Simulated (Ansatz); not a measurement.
The system is CS2.

```xyz
6
Lattice="3.6458 -2.9943 0.0000 3.6458 2.9943 0.0000 0.0000 0.0000 9.8513" Properties=species:S:1:pos:R:3 pbc="T T T"
S     3.6458    1.9073    8.7368
S     3.6458    1.0871    3.8111
S     3.6458   -1.0871    6.0401
S     3.6458   -1.9073    1.1145
C     3.6458    0.0000    4.9256
C     0.0000    0.0000    0.0000
```

The cell comes from a database or a generator and needn't be the stable form of this composition.

Base run:

* Program: Ansatz 0.2.0
* Functional: HSE06
* Potentials or basis: Ansatz PAW
* Cutoff: 420 eV
* Density cutoff: 1680 eV
* k mesh: 4 × 4 × 2
* Occupations: fixed
* Spin: no spin polarisation

Its results: band gap on the k mesh 4.44 eV, direct; largest force 0.445 eV/Å.

Problem. The run is repeated on the same cell with these changes: functional from HSE06 to PBE0; level from hse06 to pbe0. What comes out?

Solution. Band gap on the k mesh 5.18 eV, direct; largest force 0.471 eV/Å.

Caveats: the PAW data sets come from PBE, with cores solved anew for the run's functional, which leaves a small shift of forces and pressure.

Not every run made on this cell is shown here.
